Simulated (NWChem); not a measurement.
# CH5GeS− (SMILES C[S][GeH2-]): levels of theory compared

We compute a comparison of 4 runs (HF/STO-3G, HF/3-21G, B3LYP/6-31G*) of CH5GeS−. 

Program for the calculation: NWChem 7.3.0.

## (1) The molecule

CH5GeS−: 8 atoms, total charge -1, spin state singlet. As SMILES, `C[S][GeH2-]`. The shape comes from GFN2-xTB, which is rough for such elements, and wasn't checked as a minimum. This is one conformer, not always the lowest.

Bond lengths: C1–S2 1.813 Å, S2–Ge3 2.366 Å, C1–H4 1.091 Å, C1–H5 1.089 Å, C1–H6 1.089 Å, Ge3–H7 1.707 Å, Ge3–H8 1.660 Å. Angles: C1–S2–Ge3 93.7°, S2–C1–H4 110.3°, S2–C1–H5 109.5°, S2–C1–H6 108.6°, S2–Ge3–H7 93.5°, S2–Ge3–H8 91.5°, H4–C1–H5 109.2°, H4–C1–H6 109.5°, H5–C1–H6 109.7°, H7–Ge3–H8 87.7°.

## (2) Energy and gradient at HF/STO-3G (run 1)

Contents of ch5ges.nw:

```
start ch5ges
title "CH5GeS"
memory stack 880 mb heap 220 mb global 1100 mb
charge -1

geometry noautosym nocenter noautoz
  C    -0.657170    1.123040   -0.356420
  S    -0.748550   -0.075590    1.001400
  Ge    0.522290   -1.707870   -0.147850
  H    -1.027100    0.677850   -1.280650
  H     0.376940    1.434440   -0.497760
  H    -1.268190    1.986440   -0.098930
  H     1.999630   -0.896220    0.120750
  H     0.802150   -2.542100    1.259450
end

basis "ao basis" spherical bse
  * library STO-3G
end

scf
  thresh 1e-08
  maxiter 80
end

task scf gradient
```

Command:

```sh
$ nwchem ch5ges.nw > ch5ges.out
```

The program printed:

```text
[...]
  functions       =    37
[...]
  wavefunction    = RHF
[...]
         Total SCF energy =  -2485.078510888135
      One-electron energy =  -3978.634645622878
      Two-electron energy =   1254.262822330575
 Nuclear repulsion energy =    239.293312404169
        Time for solution =      3.6s
[...]
                         RHF ENERGY GRADIENTS
    atom               coordinates                        gradient
                 x          y          z           x          y          z
   1 C      -1.241871   2.122238  -0.673536    0.004974   0.014726  -0.021250
   2 S      -1.414554  -0.142844   1.892372   -0.017496   0.015692   0.021815
   3 Ge      0.986985  -3.227406  -0.279396   -0.054832  -0.013720  -0.077519
   4 H      -1.940938   1.280951  -2.420078   -0.002329  -0.009017   0.001040
   5 H       0.712313   2.710699  -0.940630    0.004899  -0.006077   0.006815
   6 H      -2.396532   3.753827  -0.186951   -0.003048  -0.004025   0.008140
   7 H       3.778753  -1.693610   0.228184    0.054100   0.025993   0.013581
   8 H       1.515844  -4.803872   2.380015    0.013732  -0.023572   0.047379
[...]
```

It took 6 s on 1 thread of Intel Xeon Platinum 8259CL at 2.50GHz (Skylake/Cascade Lake), shared host; peak memory 0.1 GiB.

## (3) Energy and forces at HF/3-21G (run 2)

Contents of work.nw:

```
start work
title "CH5GeS gradient"
memory 2200 mb
charge -1

geometry units angstrom noautosym nocenter noautoz
 C     -0.657170     1.123040    -0.356420
 S     -0.748550    -0.075590     1.001400
 Ge     0.522290    -1.707870    -0.147850
 H     -1.027100     0.677850    -1.280650
 H      0.376940     1.434440    -0.497760
 H     -1.268190     1.986440    -0.098930
 H      1.999630    -0.896220     0.120750
 H      0.802150    -2.542100     1.259450
end

basis spherical bse
 * library 3-21G
end

scf
 thresh 1e-08
 maxiter 80
 print medium
end

task scf gradient
```

Command:

```sh
$ nwchem work.nw > work.out
```

The program printed:

```text
[...]
  functions       =    54
[...]
  wavefunction    = RHF
[...]
         Total SCF energy =  -2501.459338269903
      One-electron energy =  -3975.950597165581
      Two-electron energy =   1235.197946491510
 Nuclear repulsion energy =    239.293312404169
        Time for solution =      3.8s
[...]
                         RHF ENERGY GRADIENTS
    atom               coordinates                        gradient
                 x          y          z           x          y          z
   1 C      -1.241871   2.122238  -0.673536    0.002365  -0.024654   0.021277
   2 S      -1.414554  -0.142844   1.892372    0.011204   0.008311  -0.027003
   3 Ge      0.986985  -3.227406  -0.279396   -0.030605   0.012789  -0.013395
   4 H      -1.940938   1.280951  -2.420078   -0.002189  -0.004352  -0.003839
   5 H       0.712313   2.710699  -0.940630    0.005863  -0.000724   0.001212
   6 H      -2.396532   3.753827  -0.186951   -0.003506   0.001745   0.003841
   7 H       3.778753  -1.693610   0.228184    0.011999   0.005631   0.008007
   8 H       1.515844  -4.803872   2.380015    0.004869   0.001254   0.009899
[...]
```

It took 6.3 s on 1 thread of Intel Xeon Platinum 8259CL at 2.50GHz (Skylake/Cascade Lake), shared host; peak memory 0.099 GiB.

Run 3 isn't shown in full; the table further down has it.

## (4) Energy and forces at B3LYP/6-31G(d) (spherical functions) (run 4)

Contents of ch5ges.nw:

```
echo
START ch5ges
TITLE "CH5GeS"
memory stack 880 mb heap 220 mb global 1100 mb
charge -1

GEOMETRY units angstrom noautosym nocenter noautoz
C       -0.657170       1.123040      -0.356420
S       -0.748550      -0.075590       1.001400
Ge       0.522290      -1.707870      -0.147850
H       -1.027100       0.677850      -1.280650
H        0.376940       1.434440      -0.497760
H       -1.268190       1.986440      -0.098930
H        1.999630      -0.896220       0.120750
H        0.802150      -2.542100       1.259450
END

BASIS spherical bse
* library 6-31G*
END

DFT
xc b3lyp
grid xfine
convergence energy 1e-08
maxiter 100
mulliken
END

TASK dft gradient
```

Command:

```sh
$ nwchem ch5ges.nw > ch5ges.out
```

The program printed:

```text
[...]
          Wavefunction type:  closed shell.
          No. of atoms     :     8
          No. of electrons :    60
[...]
          Charge           :    -1
          Spin multiplicity:     1
[...]
          AO basis - number of functions:    74
[...]
              XC Information
              --------------
                         B3LYP Method XC Potential
                     Hartree-Fock (Exact) Exchange  0.200
                        Slater Exchange Functional  0.800 local
                    Becke 1988 Exchange Functional  0.720 non-local
              Lee-Yang-Parr Correlation Functional  0.810
                  VWN I RPA Correlation Functional  0.190 local
[...]
 d= 0,ls=0.0,diis     1  -2515.7668710652 -2.76D+03  3.66D-02  6.55D+00     5.3
[...]
 d= 0,ls=0.0,diis    10  -2516.1036026618 -9.42D-10  1.53D-07  3.87D-11    40.1
         Total DFT energy =    -2516.103602661756
      One electron energy =    -3988.316414753293
           Coulomb energy =     1345.177082379336
    Exchange-Corr. energy =     -112.257582691968
 Nuclear repulsion energy =      239.293312404169
[...]
      Total Density - Mulliken Population Analysis
     ---------------------------------------------
    Atom       Charge   Shell Charges
 -----------   ------   -------------------------------------------------------
    1 C    6     6.55   2.00  0.67  2.09  0.68  1.07  0.04
    2 S   16    16.26   2.00  2.00  5.97  1.34  3.00  0.53  1.38  0.04
    3 Ge  32    32.42   2.00  2.00  6.00  2.00  5.99  1.48  1.77  0.32  0.75  6.85  2.94  0.32
    4 H    1     0.85   0.53  0.32
    5 H    1     0.85   0.53  0.32
    6 H    1     0.89   0.53  0.35
    7 H    1     1.11   0.47  0.64
    8 H    1     1.08   0.47  0.61
[...]
  wavefunction    = closed shell
[...]
```

It took 56 s on 1 thread of Intel Xeon Platinum 8259CL at 2.50GHz (Skylake/Cascade Lake), shared host; peak memory 0.14 GiB.

## (5) All runs side by side

```
run                               level  Cartesian functions  iteration cap   energy (Eh)  HOMO energy (eV)  LUMO energy (eV)  HOMO–LUMO gap (eV)  wall time
  1                           HF/STO-3G                   no             80  -2485.078511              1.68             16.44               14.76        6 s
  2                            HF/3-21G                   no             80  -2501.459338             -2.50              8.24               10.74      6.3 s
  3  B3LYP/6-31G* (Cartesian functions)                  yes            100  -2516.112279                 –                 –                   –       57 s
  4  B3LYP/6-31G* (spherical functions)                   no            100  -2516.103603             -0.09              4.87                4.96       56 s
```

## (6) Outcome

| quantity | value |
| --- | --- |
| run 4: total energy | -2516.10360 Eh |
| run 4: HOMO energy | -0.09 eV |
| run 4: LUMO energy | 4.87 eV |
| run 4: HOMO–LUMO gap (to an unbound level, set by the basis) | 4.96 eV |
| run 4: largest force on an atom | 1.173 eV/Å |

In words: Over runs 1, 2, 4 the HOMO–LUMO gap runs from 4.96 eV (B3LYP/6-31G*) to 14.76 eV (HF/STO-3G). The two ends differ in method and basis. The empty levels of an anion lie above zero and hang on the basis. In run 1 the HOMO lies above zero, so the outermost electron may be held by the basis alone. In run 1 the basis is minimal, so the values are rough. All runs together took 2.1 min, the longest 57 s.
